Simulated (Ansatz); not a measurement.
**ClGeH3O2: how energies converge with the basis set**

Aim: see how fast density functionals converge with the basis set for ClGeH3O2.

Method: one geometry, several basis sets; program: Ansatz 0.2.0, Gaussian basis.

Plan: PBE0-D4/def2-SVP; ωB97M-V/def2-SVP; PBE0-D4/def2-QZVPP; ωB97M-V/def2-QZVPP; the functionals' def2-TZVPP values are taken from earlier runs.

## (1) The geometry

The geometry comes from an earlier relaxation with PBE0-D4 in a triple-zeta def2 set; it is a stationary point, not always the lowest conformer.

SMILES `[OH][GeH]([OH])[Cl]`, 7 atoms, charge 0, spin multiplicity 1.

Atoms are counted from 1 here; the program's logs count them from 0.

Bond lengths: O1–Ge2 1.762 Å, O1–H5 0.961 Å, Ge2–O3 1.752 Å, Ge2–Cl4 2.153 Å, Ge2–H6 1.523 Å, O3–H7 0.961 Å. Angles: Ge2–O1–H5 112.5°, O1–Ge2–O3 107.9°, O1–Ge2–Cl4 106.1°, O1–Ge2–H6 114.4°, O3–Ge2–Cl4 111.1°, O3–Ge2–H6 107.5°, Cl4–Ge2–H6 109.9°, Ge2–O3–H7 112.7°.

## (2) PBE0-D4 in def2-SVP

in.yaml reads:

```yaml
crystal:
  periodic: [false, false, false]
  atoms:
    - {symbol: O, position_ang: [-0.173462, 1.383409, -0.546014]}
    - {symbol: Ge, position_ang: [-0.114167, -0.085242, 0.425545]}
    - {symbol: O, position_ang: [1.490914, -0.770504, 0.270832]}
    - {symbol: Cl, position_ang: [-1.602729, -1.405914, -0.396983]}
    - {symbol: H, position_ang: [-0.974066, 1.442519, -1.073899]}
    - {symbol: H, position_ang: [-0.377275, 0.131332, 1.910016]}
    - {symbol: H, position_ang: [1.811884, -0.763602, -0.635197]}
basis:
  gaussian: {orbitals: def2-SVP}
hamiltonian: {xc: pbe0, dispersion: d4}
output: {orbitals: {seedname: orbitals}}
```

Started as:

```bash
ansatz run in.yaml --threads 2 --pin off --events-out ev --progress --plain --max-ram 22528MiB --backend cpu
```

After this run come: ωB97M-V in def2-SVP; PBE0-D4 in def2-QZVPP; ωB97M-V in def2-QZVPP.

Before running them: what should the planned runs give, taken together? Wanted: PBE0-D4: double and triple zeta above quadruple; ωB97M-V: double and triple zeta above quadruple.

The runs gave:

| quantity | value |
| --- | --- |
| PBE0-D4: double and triple zeta above quadruple | 18.69, 1.85 eV |
| ωB97M-V: double and triple zeta above quadruple | 18.67, 1.79 eV |

PBE0-D4 gains 16.84 eV from double to triple zeta, then 1.85 eV more. These are total energies; as a rule much of such shifts cancels in differences, which this series doesn't test. The LUMO of ωB97M-V is positive and keeps falling with the basis (2.30 to 1.35 eV): an unbound level that the basis holds in place.
